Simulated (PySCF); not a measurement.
# SnS: the SCF solver's settings

Do solver options change the result for SnS, or only the number of cycles?

Method: each script names its method and basis; program: PySCF 2.14.0.

**1. The starting structure**

SnS: 2 atoms, charge 0, spin multiplicity 1.

Bond lengths: Sn1–S2 2.335 Å.

**2. Base script**

input.py

```python
from pyscf import gto, scf, mp

mol = gto.M(
    atom='Sn 0 0 0; S 0 0 2.335',
    basis='crenbl',
    ecp={'Sn': 'crenbl', 'S': 'crenbl'},
    charge=0,
    spin=0,
    symmetry=True,
    verbose=4,
)
mf = scf.RHF(mol)
mf.kernel()
mp.MP2(mf).kernel()
mf.dip_moment()
print('orbital energies (hartree):', mf.mo_energy[..., max(0, mol.nelec[1]-3):mol.nelec[0]+3].round(4))
```

Launch:

```sh
$ python input.py
```

The log of this run is left out.

In short: E(SCF) = -77.997000 Eh, 10 cycles, E(MP2) − E(SCF) = -0.29382 Eh, μ = 5.23 D (of the SCF density).

The bond length is a typed value, not an optimised one.

**3. Level shift 0.1 hartree**

Edit 1 changes level shift: none → 0.1 hartree.

input.py

```python
from pyscf import gto, scf, mp

mol = gto.M(
    atom='Sn 0 0 0; S 0 0 2.335',
    basis='crenbl',
    ecp={'Sn': 'crenbl', 'S': 'crenbl'},
    charge=0,
    spin=0,
    symmetry=True,
    verbose=4,
)
mf = scf.RHF(mol)
mf.level_shift = 0.1
mf.kernel()
mp.MP2(mf).kernel()
mf.dip_moment()
print('orbital energies (hartree):', mf.mo_energy[..., max(0, mol.nelec[1]-3):mol.nelec[0]+3].round(4))
```

Launch:

```sh
$ python input.py
```

**4. Cycle limit 200**

Edit 2 changes cycle limit: 50 → 200.

Changes to input.py since step 2:

```diff
@@ -12,2 +12,3 @@
 mf = scf.RHF(mol)
+mf.max_cycle = 200
 mf.kernel()
```

**5. Smearing width 0.005 hartree**

Edit 3 changes smearing width: none → 0.005 hartree; step after the SCF: mp2 → none.

Changes to input.py since step 2:

```diff
@@ -1,2 +1,2 @@
-from pyscf import gto, scf, mp
+from pyscf import gto, scf
 
@@ -12,4 +12,4 @@
 mf = scf.RHF(mol)
+mf = scf.addons.smearing_(mf, sigma=0.005, method='fermi')
 mf.kernel()
-mp.MP2(mf).kernel()
 mf.dip_moment()
```

Before running it: what results should come out? Wanted: for each run, E(SCF); from base; gap; SCF dipole; after the SCF.

As calculated:

```
                         run  E(SCF) (hartree)  from base (eV)  cycles  gap (eV)  SCF dipole (D)              after the SCF
                        base        -77.997000               0      10      8.99            5.23  MP2 correlation -7.995 eV
     level shift 0.1 hartree        -77.997000          0.0000      11      8.99            5.23  MP2 correlation -7.995 eV
             cycle limit 200        -77.997000          0.0000      10      8.99            5.23  MP2 correlation -7.995 eV
smearing width 0.005 hartree        -77.997000          0.0000      10       n/a            5.23                        n/a
```

Distance from each run's final energy (log10 hartree) by cycle:

```
                         run  cycle 1  cycle 2  cycle 3  cycle 5  cycle 8  cycle 12
                        base     -0.7     -1.4     -2.7     -4.4     -8.7      done
     level shift 0.1 hartree     -0.7     -1.8     -3.3     -4.4     -6.9      done
             cycle limit 200     -0.7     -1.4     -2.7     -4.4     -8.7      done
smearing width 0.005 hartree     -0.7     -1.4     -2.7     -4.4     -8.7      done
```

With level shift 0.1 hartree or cycle limit 200 or smearing width 0.005 hartree the SCF ends at the base energy. With level shift 0.1 hartree, cycle limit 200, smearing width 0.005 hartree the path hardly changes: 10 to 11 cycles against 10.
